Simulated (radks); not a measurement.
# Rh²⁺ in [Kr] 4d6.75 5d0.25: an all-electron calculation

What are the levels of the rhodium ion Rh2+, how large are its shells, and how does its energy divide?

Method: non-relativistic Kohn-Sham, PBE, spin-polarised, spherical densities, point nucleus; open shells are filled with parallel spins first. Code: radks (a radial shooting solver on a logarithmic mesh, Libxc functionals) version 1.

### 1 What is computed

* element: rhodium (Z = 45)
* charge: +2
* electrons: 43
* configuration: [Kr] 4d6.75 5d0.25

### 2 Self-consistent calculation

Settings of this run:

```text
Z 45
configuration [Kr] 4d6.75 5d0.25
relativity non-relativistic
functional pbe,pbe
spin polarised
nucleus point
```

What does the calculation give?

The runs gave:

| quantity | value |
| --- | --- |
| total energy | -4686.51849 hartree |
| exchange-correlation share of it | 2.88 % |
| −T/E | 0.9996 |
| highest occupied level | 5d up, -8.075 eV |
| most extended occupied level | 5d up, <r> = 4.84 bohr |
| radius at density 0.001 e/bohr³ | 3.50 bohr |
| maxima of the radial density | 4 |

**Reading.** The radial density shows 4 maxima for 5 occupied principal shells; where shells overlap, one shows as a shoulder or not at all. The ratio −T/E is 0.9996; for a non-relativistic Coulomb system it is 1 up to the kinetic part of correlation. This is not the tabulated ground configuration, so its levels and sizes aren't those of the ground state, and no measured value stands beside it.
